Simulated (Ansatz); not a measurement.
**Cl3FHOTa: molecular dynamics**

The plan is to follow the molecule's vibrations and see whether its bonds hold. The start is relaxed first. Runs: 300 steps of 0.5 fs at constant energy, with velocities drawn for 400 K.

Program: Ansatz 0.2.0. Level of theory: RKS B3LYP/def2-SVP. These are calculated values, not measurements.

### Step 1. The structure to begin with

Bond lengths: Ta1–F2 1.930 Å, Ta1–Cl3 2.470 Å, Ta1–Cl4 2.470 Å, Ta1–Cl5 2.470 Å, Ta1–O6 2.020 Å, O6–H7 1.010 Å. Angles: F2–Ta1–Cl3 90.0°, F2–Ta1–Cl4 90.0°, F2–Ta1–Cl5 120.0°, F2–Ta1–O6 120.0°, Cl3–Ta1–Cl4 180.0°, Cl3–Ta1–Cl5 90.0°, Cl3–Ta1–O6 90.0°, Cl4–Ta1–Cl5 90.0°, Cl4–Ta1–O6 90.0°, Cl5–Ta1–O6 120.0°, Ta1–O6–H7 109.5°.

Structure file:

```xyz
7

Ta    0.0000    0.0000    0.0000
F     1.9300    0.0000    0.0000
Cl    0.0000    0.0000    2.4700
Cl    0.0000    0.0000   -2.4700
Cl   -1.2350    2.1390    0.0000
O    -1.0100   -1.7493    0.0000
H    -1.6563   -1.7655    0.7760
```

### Step 2. Relaxing the start

input.yaml

```yaml
crystal:
  periodic: [false, false, false]
  atoms:
    - { symbol: Ta, position_ang: [0.0, 0.0, 0.0] }
    - { symbol: F, position_ang: [1.93, 0.0, 0.0] }
    - { symbol: Cl, position_ang: [0.0, 0.0, 2.47] }
    - { symbol: Cl, position_ang: [0.0, 0.0, -2.47] }
    - { symbol: Cl, position_ang: [-1.235, 2.139, 0.0] }
    - { symbol: O, position_ang: [-1.01, -1.7493, 0.0] }
    - { symbol: H, position_ang: [-1.6563, -1.7655, 0.776] }
basis:
  gaussian: { orbitals: def2-SVP }
hamiltonian:
  xc: b3lyp
relax:
  f_tol: 0.02
  max_steps: 40
output:
  orbitals: {}
```

Run with:

```console
$ ansatz run input.yaml --threads 2 --pin off --max-ram 3072MiB --backend cpu --events-out ev --progress --plain --runs-dir out
```

The log of the run, cut to the lines that bear on the results:

```text
Warning: RAYON_NUM_THREADS=2 ignored (pool sized by the plan → 2); use --threads N
[...]
Functional definition: B3LYP
[...]
1201 factors; integrals over basis functions are off by at most 2.6e-4 eV
[...]
mean field -43893.45204041 eV, -1613.0546104348 hartree, gradient 5.3e-5 eV, S^2 0.000000; 0 other end points of the search recorded, 0 dependent functions left out
[...]
reference -43893.45234897 eV, -1613.0546217741 hartree; 41, 41 occupied and 78, 78 virtual orbitals, 1201 factors
relax step   1: F+E_penalty+E_count = -43893.45204041 eV  Δ(F+E_penalty+E_count) = +0.000e0 eV  max|allowed force component| = 2.890e0 eV/Å  Δτ_max = 0.0000 Å  (31 SCF iters, accepted)
[...]
relax step   3: F+E_penalty+E_count = -43894.18239416 eV  Δ(F+E_penalty+E_count) = -1.497e-1 eV  max|allowed force component| = 2.246e0 eV/Å  Δτ_max = 0.1667 Å  (38 SCF iters, accepted)
[...]
relax step   5: F+E_penalty+E_count = -43894.28471152 eV  Δ(F+E_penalty+E_count) = -5.334e-3 eV  max|allowed force component| = 1.298e-1 eV/Å  Δτ_max = 0.0370 Å  (33 SCF iters, accepted)
[...]
relax step   7: F+E_penalty+E_count = -43894.29065272 eV  Δ(F+E_penalty+E_count) = -2.466e-3 eV  max|allowed force component| = 6.967e-2 eV/Å  Δτ_max = 0.0357 Å  (34 SCF iters, accepted)
[...]
relax step   9: F+E_penalty+E_count = -43894.29166717 eV  Δ(F+E_penalty+E_count) = -3.416e-4 eV  max|allowed force component| = 2.281e-2 eV/Å  Δτ_max = 0.0170 Å  (33 SCF iters, accepted)
[...]
relax step  10: F+E_penalty+E_count = -43894.29174303 eV  Δ(F+E_penalty+E_count) = -7.586e-5 eV  max|allowed force component| = 7.683e-3 eV/Å  Δτ_max = 0.0062 Å  (35 SCF iters, accepted)
1201 factors; integrals over basis functions are off by at most 2.8e-4 eV
[...]
mean field -43894.29174303 eV, -1613.0854689369 hartree, gradient 1.5e-5 eV, S^2 0.000000; 1 other end points of the search recorded, 0 dependent functions left out
[...]
reference -43894.29204897 eV, -1613.0854801799 hartree; 41, 41 occupied and 78, 78 virtual orbitals, 1201 factors
Total energy: -43894.29204897 eV, -1613.0854801799 hartree
Atom 0 at    -0.062929     0.063587    -0.008934 Å, force     0.004994    -0.007683    -0.005479 eV/Å
Atom 1 at     1.811562    -0.012807     0.028290 Å, force    -0.000156     0.000313     0.001518 eV/Å
Atom 2 at     0.051428     0.021933     2.356891 Å, force     0.000498     0.000452     0.005053 eV/Å
Atom 3 at     0.071810    -0.057624    -2.348539 Å, force     0.000019     0.001013    -0.003513 eV/Å
Atom 4 at    -1.168082     2.087154    -0.029125 Å, force    -0.004085     0.007615     0.000482 eV/Å
Atom 5 at    -1.185801    -1.438577     0.041973 Å, force     0.000629    -0.000094     0.000587 eV/Å
Atom 6 at    -1.489289    -2.039466     0.735443 Å, force    -0.001898    -0.001616     0.001352 eV/Å
Dipole moment:    -0.332240    -0.330541     0.177985 e Å
```

Wall time 22 s (2 threads of AMD EPYC 9R45 (Zen 5), shared host); peak memory 0.34 GiB.

Step by step:

```
step  energy from step 1 (eV)  largest force component (eV/Å)
   1                   0.0000                          2.8902
   2                  -0.5807                          1.6528
   3                  -0.7304                          2.2464
   4                  -0.8273                          0.1813
   5                  -0.8327                          0.1298
   6                  -0.8361                          0.2662
   7                  -0.8386                          0.0697
   8                  -0.8393                          0.0439
   9                  -0.8396                          0.0228
  10                  -0.8397                          0.0077
```

Step 1 is the start.

After: Bond lengths: Ta1–F2 1.876 Å, Ta1–Cl3 2.369 Å, Ta1–Cl4 2.347 Å, Ta1–Cl5 2.306 Å, Ta1–O6 1.876 Å, O6–H7 0.966 Å. Angles: F2–Ta1–Cl3 86.1°, F2–Ta1–Cl4 87.7°, F2–Ta1–Cl5 121.0°, F2–Ta1–O6 124.4°, Cl3–Ta1–Cl4 172.8°, Cl3–Ta1–Cl5 92.7°, Cl3–Ta1–O6 89.3°, Cl4–Ta1–Cl5 93.7°, Cl4–Ta1–O6 91.1°, Cl5–Ta1–O6 114.6°, Ta1–O6–H7 134.8°.

### Step 3. Dynamics

300 steps of 0.5 fs at constant energy, with velocities drawn for 400 K, from the relaxed start.

input.yaml

```yaml
crystal:
  periodic: [false, false, false]
  atoms:
    - { symbol: Ta, position_ang: [-0.062929, 0.063587, -0.008934] }
    - { symbol: F, position_ang: [1.811562, -0.012807, 0.02829] }
    - { symbol: Cl, position_ang: [0.051428, 0.021933, 2.356891] }
    - { symbol: Cl, position_ang: [0.07181, -0.057624, -2.348539] }
    - { symbol: Cl, position_ang: [-1.168082, 2.087154, -0.029125] }
    - { symbol: O, position_ang: [-1.185801, -1.438577, 0.041973] }
    - { symbol: H, position_ang: [-1.489289, -2.039466, 0.735443] }
basis:
  gaussian: { orbitals: def2-SVP }
hamiltonian:
  xc: b3lyp
md:
  timestep: 0.5
  n_steps: 300
  ensemble: nve
  temperature: 400.0
  initial_velocities: maxwell_boltzmann
  seed: 360063
```

Run with:

```console
$ ansatz run input.yaml --threads 2 --pin off --max-ram 3072MiB --backend cpu --events-out ev --progress --plain --runs-dir out
```

The log of the run, cut to the lines that bear on the results:

```text
Warning: RAYON_NUM_THREADS=2 ignored (pool sized by the plan → 2); use --threads N
[...]
[... 1 set-up line as earlier in the session ...]
[...]
1200 factors; integrals over basis functions are off by at most 3.3e-4 eV
[...]
mean field -43894.29180814 eV, -1613.0854713295 hartree, gradient 6.9e-5 eV, S^2 0.000000; 0 other end points of the search recorded, 0 dependent functions left out
[...]
reference -43894.29211437 eV, -1613.0854825834 hartree; 41, 41 occupied and 78, 78 virtual orbitals, 1200 factors
md step     0: t =     0.00 fs  T =   400.0 K  F+E_penalty+E_count = -43894.29180814 eV  E_kin = 0.258520 eV  conserved = -43894.03328814 eV  (30 SCF iters)
[...]
md step    20: t =    10.00 fs  T =   273.7 K  F+E_penalty+E_count = -43894.21014563 eV  E_kin = 0.176898 eV  conserved = -43894.03324715 eV  (34 SCF iters)
[...]
md step    40: t =    20.00 fs  T =   148.7 K  F+E_penalty+E_count = -43894.12938233 eV  E_kin = 0.096136 eV  conserved = -43894.03324605 eV  (35 SCF iters)
[...]
md step    60: t =    30.00 fs  T =   125.6 K  F+E_penalty+E_count = -43894.11443676 eV  E_kin = 0.081191 eV  conserved = -43894.03324616 eV  (36 SCF iters)
[...]
md step    79: t =    39.50 fs  T =   195.4 K  F+E_penalty+E_count = -43894.15954606 eV  E_kin = 0.126291 eV  conserved = -43894.03325493 eV  (35 SCF iters)
md step    80: t =    40.00 fs  T =   200.7 K  F+E_penalty+E_count = -43894.16293842 eV  E_kin = 0.129683 eV  conserved = -43894.03325547 eV  (35 SCF iters)
```

### Step 4. More of the same log: dynamics from the start

The log, continued, cut to the lines that bear on the results:

```text
md step    81: t =    40.50 fs  T =   205.9 K  F+E_penalty+E_count = -43894.16632322 eV  E_kin = 0.133066 eV  conserved = -43894.03325709 eV  (35 SCF iters)
[...]
md step   107: t =    53.50 fs  T =   213.6 K  F+E_penalty+E_count = -43894.17131350 eV  E_kin = 0.138065 eV  conserved = -43894.03324894 eV  (35 SCF iters)
[...]
md step   133: t =    66.50 fs  T =   187.8 K  F+E_penalty+E_count = -43894.15462794 eV  E_kin = 0.121375 eV  conserved = -43894.03325338 eV  (34 SCF iters)
[...]
md step   159: t =    79.50 fs  T =   193.0 K  F+E_penalty+E_count = -43894.15798872 eV  E_kin = 0.124742 eV  conserved = -43894.03324717 eV  (36 SCF iters)
[...]
md step   183: t =    91.50 fs  T =   209.9 K  F+E_penalty+E_count = -43894.16893982 eV  E_kin = 0.135679 eV  conserved = -43894.03326129 eV  (35 SCF iters)
md step   184: t =    92.00 fs  T =   208.9 K  F+E_penalty+E_count = -43894.16826807 eV  E_kin = 0.135008 eV  conserved = -43894.03326043 eV  (35 SCF iters)
```

### Step 5. More of the same log: dynamics from the start

The log, continued, cut to the lines that bear on the results:

```text
md step   185: t =    92.50 fs  T =   207.7 K  F+E_penalty+E_count = -43894.16750427 eV  E_kin = 0.134244 eV  conserved = -43894.03326077 eV  (35 SCF iters)
[...]
md step   206: t =   103.00 fs  T =   172.0 K  F+E_penalty+E_count = -43894.14442549 eV  E_kin = 0.111176 eV  conserved = -43894.03324997 eV  (34 SCF iters)
[...]
md step   227: t =   113.50 fs  T =   186.7 K  F+E_penalty+E_count = -43894.15391248 eV  E_kin = 0.120665 eV  conserved = -43894.03324721 eV  (36 SCF iters)
[...]
md step   248: t =   124.00 fs  T =   257.4 K  F+E_penalty+E_count = -43894.19959426 eV  E_kin = 0.166336 eV  conserved = -43894.03325799 eV  (35 SCF iters)
[...]
md step   299: t =   149.50 fs  T =   147.5 K  F+E_penalty+E_count = -43894.12858447 eV  E_kin = 0.095332 eV  conserved = -43894.03325201 eV  (35 SCF iters)
[...]
md step   300: t =   150.00 fs  T =   144.0 K  F+E_penalty+E_count = -43894.12630947 eV  E_kin = 0.093056 eV  conserved = -43894.03325315 eV  (31 SCF iters)
Total energy: -43894.12661483 eV, -1613.0794005875 hartree
Atom 0 at    -0.054825     0.078412    -0.005556 Å, force     0.227096     1.143030    -0.364292 eV/Å
Atom 1 at     1.807360     0.281918     0.192190 Å, force     0.004789    -0.129361    -0.647914 eV/Å
Atom 2 at     0.116584    -0.169945     2.357732 Å, force    -0.164165     0.058889     0.004125 eV/Å
Atom 3 at     0.031815    -0.196203    -2.399640 Å, force     0.342063     0.006781     0.882276 eV/Å
Atom 4 at    -1.164307     2.097928    -0.101852 Å, force     0.190307    -0.256369     0.171963 eV/Å
Atom 5 at    -1.324364    -1.252787     0.087996 Å, force    -0.626118    -0.785323    -0.058988 eV/Å
Atom 6 at    -1.683296    -1.961602     0.634758 Å, force     0.026027    -0.037648     0.012830 eV/Å
Dipole moment:    -0.396918    -0.386697     0.123181 e Å
```

It took 9.7 min on 2 threads of AMD EPYC 9R45 (Zen 5), shared host; peak memory 0.33 GiB.

### Step 6. Frames and traces

One step in 12; energies are changes from step 0:

```
time (fs)  T (K)  potential energy change (meV/atom)  total energy change (meV/atom)
      0.0    400                                 0.0                            0.00
      6.0    345                                 5.1                            0.00
     12.0    239                                14.9                            0.01
     18.0    164                                21.8                            0.01
     24.0    130                                25.0                            0.01
     30.0    126                                25.3                            0.01
     36.0    160                                22.2                            0.01
     42.0    221                                16.5                            0.00
     48.0    245                                14.3                            0.00
     54.0    210                                17.5                            0.01
     60.0    184                                20.0                            0.01
     66.0    187                                19.7                            0.00
     72.0    190                                19.4                            0.00
     78.0    191                                19.3                            0.01
     84.0    203                                18.2                            0.01
     90.0    212                                17.4                            0.00
     96.0    195                                19.0                            0.00
    102.0    173                                20.9                            0.01
    108.0    174                                20.9                            0.01
    114.0    188                                19.5                            0.01
    120.0    223                                16.4                            0.01
    126.0    274                                11.6                            0.00
    132.0    302                                 9.1                            0.00
    138.0    267                                12.2                            0.00
    144.0    197                                18.7                            0.01
    150.0    144                                23.6                            0.00
```

time (fs), T (K) and a bar:
```
      0.0        400 ##############################
      6.5        337 #######################
     13.0        223 ###########
     19.5        152 ###
     26.0        125 
     32.5        134 #
     39.0        190 #######
     45.5        244 #############
     52.0        225 ###########
     58.5        186 #######
     65.0        186 #######
     71.5        190 #######
     78.5        192 #######
     85.0        205 #########
     91.5        210 #########
     98.0        186 #######
    104.5        171 #####
    111.0        180 ######
    117.5        205 #########
    124.0        257 ##############
    130.5        300 ###################
    137.0        277 #################
    143.5        203 ########
    150.0        144 ##
```

Maxima of the velocity power spectrum (cm⁻¹, relative height; resolution about 440 cm⁻¹): 280 (100).

### Step 7. Frames from the trajectory

Extended XYZ, with forces in eV/Å:

```xyz
7
time_fs=19.0 T=156 dE=0.1580
Ta   -0.080    0.078   -0.041    1.070   -0.190    1.924
F     1.810   -0.014    0.155   -0.529    0.109   -0.658
Cl    0.095    0.000    2.327   -0.221   -0.025    0.324
Cl    0.093   -0.110   -2.288    0.178   -0.027   -1.385
Cl   -1.160    2.090    0.021   -0.240    0.325   -0.168
O    -1.179   -1.440    0.071   -0.080   -0.099   -0.135
H    -1.148   -2.085    0.790   -0.177   -0.093    0.096
7
time_fs=37.5 T=174 dE=0.1458
Ta   -0.082    0.087   -0.042   -0.922   -0.892    1.193
F     1.753    0.003    0.173    0.959    0.118   -0.694
Cl    0.117   -0.023    2.327   -0.366    0.017    0.309
Cl    0.128   -0.161   -2.336    0.046    0.094   -0.321
Cl   -1.170    2.118    0.055   -0.007   -0.030   -0.240
O    -1.183   -1.464    0.087    0.316    0.640   -0.281
H    -1.285   -2.089    0.818   -0.027    0.053    0.034
7
time_fs=56.0 T=197 dE=0.1312
Ta   -0.091    0.086   -0.021    1.477    0.855   -0.363
F     1.801    0.039    0.076   -0.520    0.062   -0.279
Cl    0.108   -0.044    2.350   -0.180    0.047   -0.148
Cl    0.166   -0.204   -2.413   -0.210    0.274    1.026
Cl   -1.182    2.143    0.067    0.171   -0.478   -0.231
O    -1.159   -1.414    0.067   -0.764   -0.695    0.069
H    -1.552   -1.903    0.804    0.026   -0.066   -0.074
7
time_fs=75.0 T=190 dE=0.1359
Ta   -0.082    0.092   -0.006   -0.273   -0.848   -0.718
F     1.794    0.088   -0.068   -0.053    0.063    0.402
Cl    0.082   -0.062    2.363    0.080    0.046   -0.353
Cl    0.184   -0.222   -2.404   -0.410    0.267    0.974
Cl   -1.178    2.127    0.058    0.158   -0.289   -0.199
O    -1.230   -1.426    0.040    0.320    0.682   -0.053
H    -1.759   -1.896    0.703    0.178    0.079   -0.054
7
time_fs=94.0 T=203 dE=0.1272
Ta   -0.074    0.088   -0.003    0.082    0.188   -0.464
F     1.787    0.149   -0.144    0.630    0.023    0.799
Cl    0.063   -0.077    2.346    0.242   -0.081    0.048
Cl    0.165   -0.216   -2.312   -0.369    0.075   -0.432
Cl   -1.163    2.087    0.029   -0.177    0.349   -0.142
O    -1.266   -1.343   -0.004   -0.403   -0.519    0.209
H    -1.668   -1.911    0.666   -0.004   -0.034   -0.017
7
time_fs=112.5 T=184 dE=0.1398
Ta   -0.065    0.084   -0.007    0.542   -0.142    0.381
F     1.851    0.210   -0.087   -0.907   -0.114    0.552
Cl    0.066   -0.098    2.331    0.232   -0.134    0.211
Cl    0.114   -0.203   -2.257   -0.002   -0.094   -1.339
Cl   -1.160    2.075   -0.013   -0.149    0.354   -0.063
O    -1.345   -1.320   -0.013    0.363    0.171    0.185
H    -1.579   -2.002    0.627   -0.079   -0.042    0.073
7
time_fs=131.0 T=301 dE=0.0641
Ta   -0.050    0.079   -0.007   -1.465    0.082    0.097
F     1.807    0.254    0.060    0.431   -0.087   -0.113
Cl    0.089   -0.130    2.335    0.045   -0.071    0.211
Cl    0.062   -0.197   -2.311    0.255   -0.063   -0.367
Cl   -1.169    2.091   -0.060    0.182   -0.143    0.065
O    -1.371   -1.294    0.026    0.575    0.340    0.017
H    -1.631   -2.019    0.605   -0.024   -0.058    0.090
7
time_fs=150.0 T=144 dE=0.1655
Ta   -0.055    0.078   -0.006    0.227    1.143   -0.364
F     1.807    0.282    0.192    0.005   -0.129   -0.648
Cl    0.117   -0.170    2.358   -0.164    0.059    0.004
Cl    0.032   -0.196   -2.400    0.342    0.007    0.882
Cl   -1.164    2.098   -0.102    0.190   -0.256    0.172
O    -1.324   -1.253    0.088   -0.626   -0.785   -0.059
H    -1.683   -1.962    0.635    0.026   -0.038    0.013
```

### Step 8. What came out

```
                          quantity                          value
           relaxation of the start        9 moves, 0.840 eV lower
                            length            300 steps of 0.5 fs
  temperature, first and last step                  400 and 144 K
          temperature, second half  mean 214 K, from 144 to 302 K
     potential energy, second half    +17 meV/atom from the start
largest change of the total energy                  0.01 meV/atom
            bonds formed or broken                              0
```

In words: The temperature starts at 400 K and averages 214 K in the second half, where it ranges from 144 to 302 K; a mean near half the start is what vibrations about a minimum give, since they share energy equally between motion and strain. The total energy strays from its start by at most 0.01 meV/atom, under 0.1 % of the mean kinetic energy, so a step of 0.5 fs is short enough over this time. The bonding pattern survives the run. Averages from a run of 150 fs with 7 atoms are rough. The nuclei move classically, without zero-point motion, which matters most for hydrogen.
